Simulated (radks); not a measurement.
# Ionisation energy and size from I⁺ to Gd⁺

One table from this session's results is given with a row withheld; the runs are named, their logs left out.

Program: radks (a radial shooting solver on a logarithmic mesh, Libxc functionals) version 1. Level of theory: Dirac Kohn-Sham, PBEsol, spin-unpolarised, spherical densities, finite nucleus; open shells fill j = l - 1/2 first. These are calculated values, not measurements, unless marked.

## The system

- species: I⁺, Xe⁺, Cs⁺, Ba⁺, La⁺, Ce⁺, Pr⁺, Nd⁺, Pm⁺, Sm⁺, Eu⁺, Gd⁺
- runs: 24, each species and its next ion

The first run:

The run's settings:

```text
Z 53
configuration [Kr] 4d10 5s2 5p4
relativity Dirac
functional pbe_sol,pbe_sol
spin unpolarised
j_filling energy
nucleus finite rms 4.75 fm
c 137.035999084
```

Among the steps run: I⁺, [Kr] 4d10 5s2 5p4.

One of the session's tables, all rows but one given; the rest of the session is left out.

It belongs to the step «I⁺, [Kr] 4d10 5s2 5p4». From the orbitals of this run (lengths in bohr):

| level | <r> | outermost maximum (interpolated) | 90 % within | nodes |
| --- | --- | --- | --- | --- |
| 4s1/2 | 0.7401 | 0.681 | 1.07 | 3 |
| 4p1/2 | 0.7728 | 0.699 | 1.13 | 2 |
| 4p3/2 | 0.8012 | 0.723 | 1.17 | 2 |
| 4d3/2 | 0.9144 | 0.774 | 1.39 | 1 |
| 4d5/2 | ? | ? | ? | ? |
| 5s1/2 | 1.922 | 1.69 | 2.79 | 4 |
| 5p1/2 | 2.258 | 1.93 | 3.34 | 3 |
| 5p3/2 | 2.353 | 2.01 | 3.48 | 3 |

Estimate the missing values for 4d5/2.

**Answer.** <r>: 0.9259; outermost maximum (interpolated): 0.782; 90 % within: 1.41; nodes: 1. In the column «<r>» it lies between 4d3/2 (0.9144) and 5s1/2 (1.922).

To keep in mind: For Pr⁺, Nd⁺, Pm⁺, Eu⁺, Gd⁺ the highest level isn't the widest one, so −ε(HOMO) and <r> belong to different orbitals, and Δ-SCF follows the ion's typed configuration. Spin polarisation and multiplet splitting are left out, so open shells lie too high by an amount that depends on their filling.
